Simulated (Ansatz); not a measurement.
**CuAu: how the settings move a single-point run**

Aim: see which settings change the result for CuAu, by how much, and at what cost.

Program: Ansatz 0.2.0. Level of theory: reference: DFT, PBEsol, PAW with Ansatz's default frozen-core files, scalar-relativistic. These are calculated values, not measurements.

4 further runs of the same task are left out: 4 that didn't finish.

## 1. Starting point

The structure is tetragonal, space group P4/mmm (No. 123). Conventional cell: a = 2.851 Å, b = 2.851 Å, c = 3.582 Å, α = 90.00°, β = 90.00°, γ = 90.00°. Around Cu (site symmetry 4/mmm) lie 8 Au at 2.70 Å and 4 Cu at 2.85 Å. Au (site symmetry 4/mmm) is surrounded by 8 Cu at 2.70 Å and 4 Au at 2.85 Å.

As a file:

```xyz
2
Lattice="2.8507 0.0000 0.0000 0.0000 2.8507 0.0000 0.0000 0.0000 3.5816" Properties=species:S:1:pos:R:3 pbc="T T T"
Cu    1.4254    1.4254    1.7908
Au    0.0000    0.0000    0.0000
```

## 2. Reference

input.yaml reads:

```yaml
crystal:
  lattice:
    - [2.8507024026, 0.0, 0.0]
    - [0.0, 2.8507024026, 0.0]
    - [0.0, 0.0, 3.58160886]
  atoms:
    - { symbol: Cu, position: [0.5, 0.5, 0.5] }
    - { symbol: Au, position: [0.0, 0.0, 0.0] }
kpoints:
  mp_grid: { grid: [11, 11, 8] }
scf:
  occupations: { method: fermi_dirac, width: 0.05 }
hamiltonian:
  xc: pbesol
  pseudopotentials: { kind: paw }
output:
  forces: true
  stress: true
  eigenvalues: true
  efg: { contact_densities: true }
  populations: true
  write_density: true
  write_potential: true
  elf: true
  volumetric_format: npy
```

The run is started by

```console
$ ansatz run input.yaml --threads 1 --pin off --max-ram 2048MiB --backend cpu --events-out ev --progress --plain --runs-dir out
```

## 3. Changing settings: occupations.method tetrahedron_uncorrected, width left out

input.yaml: that of step 2 with these lines changed.

```diff
@@ -11,3 +11,3 @@
 scf:
-  occupations: { method: fermi_dirac, width: 0.05 }
+  occupations: { method: tetrahedron_uncorrected }
 hamiltonian:
@@ -21,5 +21 @@
   populations: true
-  write_density: true
-  write_potential: true
-  elf: true
-  volumetric_format: npy
```

Before running it: what results should come out? Wanted: for each run, ending; energy change; pressure; gap; force.

The runs gave:

```csv
run,ending,energy change,pressure (GPa),gap (eV),force (eV/Å),cycles,time
reference,converged,0,-4.0,0.00,0.00,7,6.9 s
"1: occupations.method tetrahedron_uncorrected, width left out",converged,+39.0 meV/atom (σ→0),-3.7,0.00,0.00,8,6.1 s
```

Times don't compare one to one where runs were asked for different outputs or read a saved state (see the inputs); cycles may leave out searches for a lower state.

Residual by cycle in the longest SCF loop of each run; runs are numbered as in the table. The quantity is the density residual dr2, in eV.

```csv
cycle,reference,run 1
1,0.0517,0.0599
2,0.00249,0.04
3,0.00121,0.00241
4,3.2e-5,9.2e-5
5,2.6e-6,5.9e-5
6,2.3e-7,3.8e-6
7,5.4e-8,8.0e-7
8,-,4.1e-8
```

What this shows: Changing the smearing moves the energy by +39.0 meV/atom (σ→0 values), and the pressure goes from -4.0 to -3.7 GPa.
